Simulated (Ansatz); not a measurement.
# CH₄BFO: one species, many methods

How much do the methods differ for CH₄BFO? The plan is to run it at one geometry with functionals of several rungs and with coupled cluster, and see how far each lands from CCSD(T) at the basis-set limit for the atomisation energy.

Computed with Ansatz 0.2.0, Gaussian basis. Level: functionals in def2-TZVPP, the program's frozen cores in correlated methods.

The runs, in order: LDA (SPW92), PBE-D4, revPBE-D4, BLYP-D4, r2SCAN-D4, B97M-V, PBE0-D4, B3LYP-D4, r2SCANh-D4, r2SCAN0-D4, HSE06-D4, BHLYP-D4, CAM-B3LYP-D4, LC-ωPBE, ωB97X-V, ωB97M-V, B2PLYP, PBE-QIDH; CCSD(T)/def2-SVP; CCSD(T)/def2-TZVPP; MP2/def2-QZVPP; extrapolation to the limit; RPA on PBE.

## (1) The relaxed structure

An earlier PBE0-D4 in a triple-zeta def2 set relaxation fixed the geometry.

SMILES `BOCF`, 8 atoms, charge 0, spin multiplicity 1.

Atoms are counted from 1 here; the program's logs count them from 0.

Bond lengths: B1–O2 1.350 Å, B1–H5 1.201 Å, B1–H6 1.193 Å, O2–C3 1.389 Å, C3–F4 1.363 Å, C3–H7 1.095 Å, C3–H8 1.092 Å. Angles: O2–B1–H5 119.7°, O2–B1–H6 116.8°, H5–B1–H6 123.5°, B1–O2–C3 121.2°, O2–C3–F4 108.8°, O2–C3–H7 111.1°, O2–C3–H8 108.4°, F4–C3–H7 108.1°, F4–C3–H8 108.1°, H7–C3–H8 112.2°.

As a file:

```xyz
8

B    -0.8956    0.8075    0.5757
O     0.2088    0.0421    0.7043
C     0.7791   -0.5899   -0.3929
F     0.4248   -1.9061   -0.3758
H    -1.3699    0.9888   -0.5124
H    -1.3410    1.2832    1.5754
H     0.4205   -0.1526   -1.3305
H     1.8655   -0.5300   -0.2995
```

## (2) LDA

This LDA is Slater exchange with PW92 correlation.

in.yaml

```yaml
crystal:
  periodic: [false, false, false]
  atoms:
    - {symbol: B, position_ang: [-0.895606, 0.807452, 0.575661]}
    - {symbol: O, position_ang: [0.208753, 0.042087, 0.704346]}
    - {symbol: C, position_ang: [0.779096, -0.589925, -0.392857]}
    - {symbol: F, position_ang: [0.424820, -1.906086, -0.375825]}
    - {symbol: H, position_ang: [-1.369856, 0.988780, -0.512449]}
    - {symbol: H, position_ang: [-1.341009, 1.283194, 1.575408]}
    - {symbol: H, position_ang: [0.420494, -0.152564, -1.330534]}
    - {symbol: H, position_ang: [1.865506, -0.530039, -0.299548]}
basis:
  gaussian: {orbitals: def2-TZVPP}
hamiltonian: {xc: lda}
output: {orbitals: {seedname: orbitals}}
```

The runs that follow: PBE-D4 (GGA); revPBE-D4 (GGA); BLYP-D4 (GGA); r2SCAN-D4 (meta-GGA); B97M-V (meta-GGA); PBE0-D4 (hybrid); B3LYP-D4 (hybrid); r2SCANh-D4 (hybrid); r2SCAN0-D4 (hybrid); HSE06-D4 (hybrid); BHLYP-D4 (hybrid); CAM-B3LYP-D4 (range-separated); LC-ωPBE (range-separated); ωB97X-V (range-separated); ωB97M-V (range-separated); B2PLYP (double hybrid); PBE-QIDH (double hybrid); CCSD(T) in def2-SVP; CCSD(T) in def2-TZVPP; MP2 in def2-QZVPP; RPA on PBE orbitals.

Before running them: what should the planned runs give, taken together? Wanted: atomisation energy, CCSD(T)/CBS; farthest beyond LDA; mean size of error, GGA; mean size of error, meta-GGA; mean size of error, hybrid; mean size of error, range-separated; mean size of error, double hybrid; gap, smallest and largest; T1 diagnostic.

**Answer**, as computed:

| quantity | value |
| --- | --- |
| atomisation energy, CCSD(T)/CBS | 31.678 eV |
| functionals within 0.158 eV (0.5 %) | revPBE-D4, B97M-V, PBE0-D4, B3LYP-D4, r2SCANh-D4, HSE06-D4, LC-ωPBE, ωB97X-V, B2PLYP |
| farthest beyond LDA | BHLYP-D4 (-0.975 eV) |
| mean size of error, GGA | 0.368 eV |
| mean size of error, meta-GGA | 0.120 eV |
| mean size of error, hybrid | 0.288 eV |
| mean size of error, range-separated | 0.191 eV |
| mean size of error, double hybrid | 0.158 eV |
| gap, smallest and largest | 5.53 eV (LDA (SPW92)), 13.44 eV (LC-ωPBE) |
| T1 diagnostic | 0.0131 |
| triples share of the correlation energy | 3.3 % |

What this shows: LDA overbinds by 5.040 eV (16 %). PBE-D4 misses by +0.810 eV. Double hybrids carry the basis error of their MP2 part in triple zeta, and no dispersion term here, so their miss is partly the set-up's. The rungs meta-GGA, double hybrid miss on average by less than the doubt on the reference (0.158 eV), so they tie. Misses under about 0.158 eV are within the doubt on the reference itself, which lacks core-valence correlation, relativity and higher excitations. Hartree-Fock recovers 74 % of the binding; the rest is correlation. CCSD(T) in def2-SVP is off by -1.393 eV, which most functionals beat. Orbital gaps span 5.5 to 13.4 eV; exact exchange widens them.
